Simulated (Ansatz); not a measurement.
Write a Python script for the Python package of Ansatz (0.2.0) that makes harmonic frequencies at the relaxed geometry of C₂H₄AlNO, SMILES N=C=C[O][AlH2]. Level of theory (for the species named): PBE0, 6-31G* basis, multiplicity 1.

```xyz
9

N     0.2366    1.8197   -1.3011
C     0.7299    0.7844   -0.9217
C     1.2627   -0.3207   -0.5309
O     0.7491   -1.1840    0.3810
Al   -1.0118   -0.9833    1.1553
H    -0.7586    2.1436   -0.9626
H     2.3035   -0.5727   -0.8905
H    -1.8574    0.3278    0.8249
H    -1.5655   -2.0610    2.2286
```

Script `run_freq.py`:
```python
"""Harmonic frequencies of C2H4AlNO at its relaxed geometry."""

import warnings

import ansatz as az
from ase import Atoms
from ase.thermochemistry import IdealGasThermo
import numpy as np

BASIS = "6-31G*"
FUNCTIONAL = "PBE0"


def main() -> None:
    warnings.simplefilter("ignore", az.DeckWarning)

    mol = (
        az.Crystal.molecule()
        .atom("N", (0.2366, 1.8197, -1.3011))
        .atom("C", (0.7299, 0.7844, -0.9217))
        .atom("C", (1.2627, -0.3207, -0.5309))
        .atom("O", (0.7491, -1.184, 0.381))
        .atom("Al", (-1.0118, -0.9833, 1.1553))
        .atom("H", (-0.7586, 2.1436, -0.9626))
        .atom("H", (2.3035, -0.5727, -0.8905))
        .atom("H", (-1.8574, 0.3278, 0.8249))
        .atom("H", (-1.5655, -2.061, 2.2286))
    )

    base = mol.calculation().basis(gaussian=BASIS).functional(FUNCTIONAL)
    symbols = [site.symbol for site in mol.cartesian_sites]
    start = np.array([site.position_ang for site in mol.cartesian_sites], dtype=float)
    r = base.relax(force_tolerance=0.003).run().report
    end = np.array(r["positions_ang"])

    print("final positions (A) and the move of each atom")
    for symbol, xyz, old in zip(symbols, end, start):
        print(f"{symbol:2s} {xyz[0]:10.5f} {xyz[1]:10.5f} {xyz[2]:10.5f}   {np.linalg.norm(xyz - old):7.4f}")

    # frequencies need a stationary point, so they are taken at the relaxed geometry
    minimum = az.Crystal.molecule()
    for symbol, place in zip(symbols, end):
        minimum = minimum.atom(symbol, place.tolist())
    vibrating = (
        minimum.calculation()
        .basis(gaussian=BASIS)
        .functional(FUNCTIONAL)
        .phonons(temperatures=(100, 500, 100))
    )
    vib = vibrating.run().report["vibrations"]
    sums = vib["harmonic_sums"]
    modes = [m["omega_inv_cm"] for m in sums["modes_at_gamma"] if m["rigid_motion"] == "no"]
    for number, w in enumerate(modes, start=1):
        print(f"mode {number:2d} {w:9.1f} 1/cm {w / 8065.544 * 1000:8.2f} meV")
    print("imaginary modes:", sum(w < 0 for w in modes), " zero-point energy:", round(sums["zero_point_energy_ev"], 4), "eV")
    # rigid rotor and ideal gas, symmetry number taken as one
    gas = IdealGasThermo(vib_energies=[w / 8065.544 for w in modes if w > 0], geometry="linear" if len(modes) == 3 * len(symbols) - 5 else "nonlinear",
                         atoms=Atoms(symbols, positions=end), symmetrynumber=1, spin=0.0)
    print(f"H(298 K) - E = {gas.get_enthalpy(298.15, verbose=False):.4f} eV")
    print(f"S(298 K, 1 bar) = {96485.33 * gas.get_entropy(298.15, 1e5, verbose=False):.1f} J/(mol K) with symmetry number 1")


if __name__ == "__main__":
    main()
```

`python run_freq.py` gives:
```text
final positions (A) and the move of each atom
N     0.48384    2.15561   -0.93004    0.5583
C     0.69985    0.95022   -0.77235    0.2252
C     1.06365   -0.28807   -0.50031    0.2040
O     0.56160   -1.04494    0.51450    0.2689
Al   -0.99489   -1.10463    1.24539    0.1521
H    -0.28550    2.35505   -1.57813    0.8046
H     1.82527   -0.76568   -1.11060    0.5607
H    -2.16522   -0.22654    0.62665    0.6643
H    -1.10011   -2.07721    2.48788    0.5330
mode  1      76.6 1/cm     9.50 meV
mode  2      88.9 1/cm    11.02 meV
mode  3     193.3 1/cm    23.97 meV
mode  4     257.7 1/cm    31.95 meV
mode  5     373.8 1/cm    46.34 meV
mode  6     536.5 1/cm    66.51 meV
mode  7     600.2 1/cm    74.41 meV
mode  8     643.7 1/cm    79.80 meV
mode  9     667.8 1/cm    82.80 meV
mode 10     732.3 1/cm    90.80 meV
mode 11     783.2 1/cm    97.10 meV
mode 12     900.9 1/cm   111.70 meV
mode 13    1076.1 1/cm   133.41 meV
mode 14    1141.9 1/cm   141.58 meV
mode 15    1293.2 1/cm   160.33 meV
mode 16    1444.7 1/cm   179.12 meV
mode 17    1955.3 1/cm   242.42 meV
mode 18    1990.1 1/cm   246.74 meV
mode 19    2150.3 1/cm   266.61 meV
mode 20    3221.5 1/cm   399.41 meV
mode 21    3426.2 1/cm   424.79 meV
imaginary modes: 0  zero-point energy: 1.4602 eV
H(298 K) - E = 1.6676 eV
S(298 K, 1 bar) = 338.4 J/(mol K) with symmetry number 1
```

Caveats:
- The frequencies are harmonic and unscaled, in a modest basis. The result belongs to the one conformer reached from this start, and soft torsions count as harmonic oscillators.
- The entropy takes a symmetry number of 1; a symmetric molecule's is lower by R ln(sigma).
- The whole script took 4.9 min on 1 thread of AMD EPYC 7R43 64-Core Processor (Zen 3) (shared host), peak memory 0.29 GiB.
